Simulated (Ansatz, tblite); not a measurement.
# B(IMe)F3 (C5H8BF3N2): a ladder of methods and basis sets

How do method and basis change the picture of B(IMe)F3 (C5H8BF3N2) (singlet)?

Computed with Ansatz 0.2.0, Gaussian basis. Level: as each input shows.

Plan: GFN1-xTB, GFN2-xTB, PBE-D4/def2-TZVP, r2SCAN-D4/def2-TZVP, B2PLYP/def2-TZVP, HSE06-D4/def2-TZVP, PBE-D4/def2-SVP, PBE0-D4/def2-SVP, HF/STO-3G, MP2/def2-SVP.

2 further runs of the same task are left out: 2 set aside as unsound or not needed. Runs told in other sessions of the task aren't counted.

## 1. The relaxed structure

The geometry is that of the singlet, from an earlier relaxation (PBE-D4/def2-SVP).

19 atoms, charge 0, spin multiplicity 1.

Bond lengths: B1–C2 1.670 Å, B1–F17 1.408 Å, B1–F18 1.405 Å, B1–F19 1.402 Å, C2–N3 1.358 Å, C2–N7 1.359 Å, N3–C4 1.461 Å, N3–C5 1.387 Å, C4–H9 1.108 Å, C4–H10 1.108 Å, C4–H11 1.104 Å, C5–C6 1.372 Å, C5–H12 1.094 Å, C6–N7 1.384 Å, C6–H13 1.094 Å, N7–C8 1.461 Å, C8–H14 1.105 Å, C8–H15 1.105 Å and more. Angles: C2–B1–F17 106.7°, C2–B1–F18 110.0°, C2–B1–F19 105.7°, F17–B1–F18 111.2°, F17–B1–F19 111.1°, F18–B1–F19 111.8°, B1–C2–N3 131.5°, B1–C2–N7 122.8°, N3–C2–N7 105.7°, C2–N3–C4 125.2°, C2–N3–C5 110.5°, C4–N3–C5 124.3°, N3–C4–H9 109.8°, N3–C4–H10 109.8°, N3–C4–H11 107.7°, H9–C4–H10 109.3°, H9–C4–H11 110.0°, H10–C4–H11 110.2° and more.

PBE0-D4/def2-TZVP was run before; its log isn't repeated, and its numbers join the tables.

## 2. GFN1-xTB

Tight binding, by tblite at 300 K electronic temperature and without a spin-polarisation term:

```python
tblite.interface.Calculator('GFN1-xTB', numbers, positions, charge=0, uhf=0).singlepoint()
```

Energy -1040.3609 eV, HOMO -12.01 eV, LUMO -7.62 eV; 0.01 s.

## 3. GFN2-xTB

Tight binding, by tblite at 300 K electronic temperature and without a spin-polarisation term:

```python
tblite.interface.Calculator('GFN2-xTB', numbers, positions, charge=0, uhf=0).singlepoint()
```

Energy -985.9708 eV, HOMO -11.29 eV, LUMO -7.03 eV; 0.008 s.

## 4. PBE-D4/def2-TZVP

start.molden holds the orbitals of an earlier run on this state, given as this run's starting guess.

Contents of in.yaml:

```yaml
crystal:
  periodic: [false, false, false]
  atoms:
    - {symbol: B, position_ang: [0.126584, -0.069586, -1.982096]}
    - {symbol: C, position_ang: [0.049522, 0.040806, -0.317931]}
    - {symbol: N, position_ang: [-0.171436, 1.098623, 0.504174]}
    - {symbol: C, position_ang: [-0.335585, 2.483111, 0.068700]}
    - {symbol: C, position_ang: [-0.219878, 0.683311, 1.826923]}
    - {symbol: C, position_ang: [-0.024048, -0.674805, 1.819409]}
    - {symbol: N, position_ang: [0.140057, -1.043521, 0.495780]}
    - {symbol: C, position_ang: [0.333054, -2.405647, 0.004377]}
    - {symbol: H, position_ang: [-1.335735, 2.853792, 0.367056]}
    - {symbol: H, position_ang: [0.444045, 3.117789, 0.533380]}
    - {symbol: H, position_ang: [-0.237257, 2.503581, -1.030598]}
    - {symbol: H, position_ang: [-0.378133, 1.381779, 2.653808]}
    - {symbol: H, position_ang: [0.017206, -1.397786, 2.639498]}
    - {symbol: H, position_ang: [1.053918, -2.370873, -0.831841]}
    - {symbol: H, position_ang: [0.718666, -3.035841, 0.825840]}
    - {symbol: H, position_ang: [-0.624704, -2.811140, -0.373727]}
    - {symbol: F, position_ang: [1.348642, -0.697350, -2.289393]}
    - {symbol: F, position_ang: [0.056468, 1.212181, -2.552118]}
    - {symbol: F, position_ang: [-0.961376, -0.868403, -2.361249]}
basis:
  gaussian: {orbitals: def2-TZVP, initial_orbitals: start.molden}
hamiltonian: {xc: pbe, dispersion: d4}
scf: {omitted_lower_state_checks: [starts]}
output: {orbitals: {seedname: orbitals}}
```

On the command line:

```
> ansatz run in.yaml --threads 4 --pin off --events-out ev --progress --plain --max-ram 6963MiB
```

The runs that follow: r2SCAN-D4/def2-TZVP; B2PLYP/def2-TZVP; HSE06-D4/def2-TZVP; PBE-D4/def2-SVP; PBE0-D4/def2-SVP; HF/STO-3G; MP2/def2-SVP.

Q: Predict the results of all the runs planned. Wanted: gap in def2-TZVP, named functionals, smallest and largest; correlation energy, MP2/def2-SVP; binding an atom, functionals in def2-TZVP; PBE0 total energy, smallest basis above largest.

As calculated:

| quantity | value |
| --- | --- |
| gap in def2-TZVP, named functionals, smallest and largest | 5.19 eV (PBE-D4), 7.28 eV (PBE0-D4) |
| correlation energy, MP2/def2-SVP | -44.75 eV |
| binding an atom, functionals in def2-TZVP | 4.62 (r2SCAN-D4) to 4.77 eV (PBE-D4) |
| PBE0 total energy, smallest basis above largest | 19.31 eV (def2-SVP, def2-TZVP) |

What this shows: Over the named functionals in def2-TZVP the gap runs from 5.19 eV (PBE-D4) to 7.28 eV (PBE0-D4); exact exchange widens it.
